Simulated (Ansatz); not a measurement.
# Rh: the cost of one run

Program: Ansatz 0.2.0. Level of theory: DFT r2SCAN, scalar-relativistic, plane waves, PAW. These are calculated values, not measurements.

The COD entry's cell or inner coordinates are ideal or old and differ from later refinements, so a difference from it is no clean test against experiment.

5 further runs of the same task are left out: 2 that didn't finish, 3 set aside as unsound or not needed.

## (1) The structure to begin with

Symmetry: Fm-3m, No. 225, cubic system. The conventional cell has a = 3.940 Å, b = 3.940 Å, c = 3.940 Å, α = 90.00°, β = 90.00°, γ = 90.00°. Around Pt (site symmetry m-3m) lie 12 Pt at 2.79 Å.

As a file:

```
CELL_PARAMETERS angstrom
0.00000 1.97011 1.97011
1.97011 0.00000 1.97011
1.97011 1.97011 0.00000
ATOMIC_POSITIONS crystal
Pt 0.00000 0.00000 0.00000
```

It is the result of an earlier relaxation at this level (volume 15.29 Å³/atom; gap on the mesh: none (metal)).

## (2) The film's bulk: Rh

Relaxed beforehand at this level: -6415.2724 eV/atom, gap on the mesh none (metal).

```cif
data_structure
_symmetry_space_group_name_H-M 'Fm-3m'
_symmetry_Int_Tables_number 225
_cell_length_a 3.7999
_cell_length_b 3.7999
_cell_length_c 3.7999
_cell_angle_alpha 90.000
_cell_angle_beta 90.000
_cell_angle_gamma 90.000
_cell_volume 54.87
loop_
_atom_site_label
_atom_site_type_symbol
_atom_site_symmetry_multiplicity
_atom_site_Wyckoff_symbol
_atom_site_fract_x
_atom_site_fract_y
_atom_site_fract_z
_atom_site_occupancy
Rh1 Rh 4 a 0.00000 0.00000 0.00000 1
```

Bulk energy of Pt, the base, on matching settings, from an earlier run: -12536.7874 eV/atom.

## (3) The film's bulk on the base's lattice

The (111) plane of Rh is fitted to the (111) plane of Pt, a strain of +3.7 % along x and +3.7 % along y; the third vector and the atoms relax.

The input, input.yaml:

```yaml
crystal:
  lattice:
    - [2.7861568204, 0.0, 0.0]
    - [-1.3930784102, 2.4128825854, 0.0]
    - [1.3930784102, 0.8042941951, 2.10045863]
  atoms:
    - { symbol: Rh, position: [0.0, 0.0, 0.0] }
basis:
  ecutwfc: 500
kpoints:
  mp_grid: { grid: [15, 15, 16] }
hamiltonian:
  xc: r2scan
scf:
  occupations: { method: gaussian, width: 0.1 }
output:
  forces: true
  stress: true
  eigenvalues: true
relax:
  adjacent_minimum: "off"
  f_tol: 0.01
  max_steps: 50
  cell: { fix: [a, b, gamma], stress_tol: 0.1 }
```

Run with:

```console
> ansatz run input.yaml --threads 2 --pin off --max-ram 5120MiB --backend cpu --events-out ev --progress --plain --runs-dir out
```

Q: Estimate wall time and peak memory on 2 threads of Intel Xeon Platinum 8488C (Sapphire Rapids), shared host.

About 65 s, with a peak of 0.64 GiB.
